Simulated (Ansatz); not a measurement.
# CH3AlF2S: the cost of one run

Program: Ansatz 0.2.0, driven from Python. Level of theory: PBE0+D3(BJ)/6-31G*. These are calculated values, not measurements.

**1. The system**

Bond lengths: C1–S2 1.769 Å, S2–Al3 2.292 Å, Al3–F4 1.774 Å, Al3–F5 1.794 Å, C1–H6 1.107 Å, C1–H7 1.094 Å, C1–H8 1.174 Å. Angles: C1–S2–Al3 95.3°, S2–C1–H6 113.2°, S2–C1–H7 111.5°, S2–C1–H8 108.1°, H6–C1–H7 110.9°, H6–C1–H8 106.0°, H7–C1–H8 106.8°, S2–Al3–F4 119.8°, S2–Al3–F5 119.9°, F4–Al3–F5 120.1°.

No structure file is read: the coordinates are typed or built in the script.

**2. Script**

The input, freq_ch3alf2s.py:

```python
'''Harmonic frequencies of CH3AlF2S at its relaxed geometry.'''

import ansatz as az
import numpy as np

geometry_ang = [
    ('C', (-0.5968, -0.3233, 1.19)),
    ('S', (1.1291, -0.3623, 0.8031)),
    ('Al', (0.87, 0.2904, -1.379)),
    ('F', (0.7062, -0.9339, -2.6526)),
    ('F', (0.9507, 2.0307, -1.8088)),
    ('H', (-1.2064, -0.9671, 0.5278)),
    ('H', (-0.7773, -0.564, 2.2415)),
    ('H', (-0.9832, 0.7724, 1.0224)),
]
ch3alf2s = az.Crystal.molecule()
for symbol, xyz in geometry_ang:
    ch3alf2s = ch3alf2s.atom(symbol, xyz)

base = ch3alf2s.calculation().basis(gaussian='6-31G*').functional('pbe0', dispersion='d3bj')
symbols = [site.symbol for site in ch3alf2s.cartesian_sites]
start = np.array([site.position_ang for site in ch3alf2s.cartesian_sites], dtype=float)
report = base.relax(force_tolerance=0.003).run().report
end = np.array(report['positions_ang'])

print('bond        before    after (A)')
for i, j in [(0, 1), (0, 5), (0, 6), (0, 7), (1, 2), (2, 3), (2, 4)]:
    d0, d1 = (np.linalg.norm(xyz[i] - xyz[j]) for xyz in (start, end))
    print(f'{symbols[i]}{i}-{symbols[j]}{j}'.ljust(10), f'{d0:8.4f} {d1:8.4f}')

# same settings at the minimum
minimum = az.Crystal.molecule()
for symbol, xyz in zip(symbols, end):
    minimum = minimum.atom(symbol, xyz.tolist())
vibrating = (
    minimum.calculation()
    .basis(gaussian='6-31G*')
    .functional('pbe0', dispersion='d3bj')
    .phonons(temperatures=(200, 600, 100))
)
vib = vibrating.run().report['vibrations']
sums = vib['harmonic_sums']
modes = [m['omega_inv_cm'] for m in sums['modes_at_gamma'] if m['rigid_motion'] == 'no']
for number, w in enumerate(modes, start=1):
    print(f'mode {number:2d} {w:9.1f} 1/cm {w / 8065.544 * 1000:8.2f} meV')
print('imaginary modes:', sum(w < 0 for w in modes), ' zero-point energy:', round(sums['zero_point_energy_ev'], 4), 'eV')
print('T (K)   F_vib (eV)   S_vib (meV/K)   C_vib (meV/K)')
for row in zip(sums['temperatures_k'], sums['vibrational_free_energy_ev'], vib['entropy_ev_per_k'], vib['heat_capacity_ev_per_k']):
    print(f'{row[0]:6.1f} {row[1]:11.4f} {1000 * row[2]:13.4f} {1000 * row[3]:15.4f}')

# all hydrogen replaced by deuterium
heavier = vibrating.phonons(masses={'H': 2.014102}).run().report['vibrations']['harmonic_sums']
print('deuterated (1/cm):', ' '.join(f'{m["omega_inv_cm"]:.0f}' for m in heavier['modes_at_gamma'] if m['rigid_motion'] == 'no'))
print('zero-point energy falls by', round(sums['zero_point_energy_ev'] - heavier['zero_point_energy_ev'], 4), 'eV')
```

**3. What the engine is handed**

The engine receives this input (first run):

```yaml
crystal:
  periodic: [false, false, false]
  atoms:
    - { symbol: C, position_ang: [-0.5968, -0.3233, 1.19] }
    - { symbol: S, position_ang: [1.1291, -0.3623, 0.8031] }
    - { symbol: Al, position_ang: [0.87, 0.2904, -1.379] }
    - { symbol: F, position_ang: [0.7062, -0.9339, -2.6526] }
    - { symbol: F, position_ang: [0.9507, 2.0307, -1.8088] }
    - { symbol: H, position_ang: [-1.2064, -0.9671, 0.5278] }
    - { symbol: H, position_ang: [-0.7773, -0.564, 2.2415] }
    - { symbol: H, position_ang: [-0.9832, 0.7724, 1.0224] }
basis:
  gaussian:
    orbitals: "6-31G*"
hamiltonian:
  xc: pbe0
  dispersion: d3bj
relax:
  f_tol: 0.003
```

**4. Launch**

Started as:

```sh
$ python freq_ch3alf2s.py
```

**Question.** How long does this script take on 1 thread of AMD EPYC 9R45 (Zen 5), shared host, and how much memory does it need?

About 3 min, with a peak of 0.27 GiB.
